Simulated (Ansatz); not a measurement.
# C7H10F3GaO2: small, medium and large basis sets

Aim: see how fast density functionals converge with the basis set for C7H10F3GaO2.

Program: Ansatz 0.2.0, Gaussian basis. Level of theory: one geometry, several basis sets. These are calculated values, not measurements.

The runs, in order: PBE0-D4/def2-SVP; ωB97M-V/def2-SVP; PBE0-D4/def2-QZVPP; ωB97M-V/def2-QZVPP; the functionals' def2-TZVPP values are taken from earlier runs.

**1. The geometry**

An earlier PBE0-D4 in a triple-zeta def2 set relaxation fixed the geometry.

SMILES `CC1=CC(C(F)(F)F)=[O+][Ga-]([CH3])([CH3])[O]1`, 23 atoms, charge 0, spin multiplicity 1.

Atoms are counted from 1 here; the program's logs count them from 0.

Bond lengths: C1–C2 1.494 Å, C1–H14 1.093 Å, C1–H15 1.088 Å, C1–H16 1.093 Å, C2–C3 1.408 Å, C2–O13 1.260 Å, C3–C4 1.382 Å, C3–H17 1.078 Å, C4–C5 1.536 Å, C4–O9 1.260 Å, C5–F6 1.332 Å, C5–F7 1.335 Å, C5–F8 1.332 Å, O9–Ga10 1.973 Å, Ga10–C11 1.959 Å, Ga10–C12 1.960 Å, Ga10–O13 1.975 Å, C11–H18 1.092 Å and more. Angles: C2–C1–H14 108.9°, C2–C1–H15 112.6°, C2–C1–H16 108.9°, H14–C1–H15 109.6°, H14–C1–H16 107.0°, H15–C1–H16 109.6°, C1–C2–C3 119.3°, C1–C2–O13 115.9°, C3–C2–O13 124.8°, C2–C3–C4 123.3°, C2–C3–H17 118.3°, C4–C3–H17 118.4°, C3–C4–C5 118.8°, C3–C4–O9 128.7°, C5–C4–O9 112.5°, C4–C5–F6 110.1°, C4–C5–F7 112.8°, C4–C5–F8 110.1° and more.

**2. PBE0-D4 in def2-SVP**

File in.yaml:

```yaml
crystal:
  periodic: [false, false, false]
  atoms:
    - {symbol: C, position_ang: [-1.520951, -2.372386, 1.315917]}
    - {symbol: C, position_ang: [-0.862596, -1.202320, 0.659384]}
    - {symbol: C, position_ang: [-1.659881, -0.225169, 0.032587]}
    - {symbol: C, position_ang: [-1.138516, 0.887364, -0.599491]}
    - {symbol: C, position_ang: [-2.103283, 1.888489, -1.251672]}
    - {symbol: F, position_ang: [-1.954901, 3.092292, -0.700074]}
    - {symbol: F, position_ang: [-3.383468, 1.534917, -1.120324]}
    - {symbol: F, position_ang: [-1.841799, 1.994248, -2.553838]}
    - {symbol: O, position_ang: [0.067906, 1.225281, -0.730536]}
    - {symbol: Ga, position_ang: [1.601078, 0.203167, -0.025193]}
    - {symbol: C, position_ang: [2.485302, -0.612902, -1.571724]}
    - {symbol: C, position_ang: [2.286540, 1.214437, 1.506932]}
    - {symbol: O, position_ang: [0.396061, -1.174958, 0.716285]}
    - {symbol: H, position_ang: [-1.144766, -3.291568, 0.860383]}
    - {symbol: H, position_ang: [-2.605787, -2.341735, 1.235430]}
    - {symbol: H, position_ang: [-1.231201, -2.396302, 2.369172]}
    - {symbol: H, position_ang: [-2.730627, -0.352412, 0.046120]}
    - {symbol: H, position_ang: [3.201489, -1.374950, -1.256365]}
    - {symbol: H, position_ang: [3.027785, 0.136300, -2.152408]}
    - {symbol: H, position_ang: [1.750889, -1.084727, -2.227460]}
    - {symbol: H, position_ang: [1.467670, 1.518661, 2.161833]}
    - {symbol: H, position_ang: [2.811481, 2.114153, 1.178705]}
    - {symbol: H, position_ang: [2.986376, 0.613119, 2.091537]}
basis:
  gaussian: {orbitals: def2-SVP}
hamiltonian: {xc: pbe0, dispersion: d4}
output: {orbitals: {seedname: orbitals}}
```

On the command line:

```console
> ansatz run in.yaml --threads 11 --pin off --events-out ev --progress --plain --max-ram 120832MiB --backend cpu
```

After this run come: ωB97M-V in def2-SVP; PBE0-D4 in def2-QZVPP; ωB97M-V in def2-QZVPP.

Before running them: what should the planned runs give, taken together? Wanted: PBE0-D4: double and triple zeta above quadruple; ωB97M-V: double and triple zeta above quadruple.

The runs gave:

```
                                       quantity           value
PBE0-D4: double and triple zeta above quadruple  31.57, 2.19 eV
ωB97M-V: double and triple zeta above quadruple  32.08, 2.09 eV
```

In words: PBE0-D4 gains 29.38 eV from double to triple zeta, then 2.19 eV more. Total energies overstate the basis error of differences, where much of it tends to cancel.
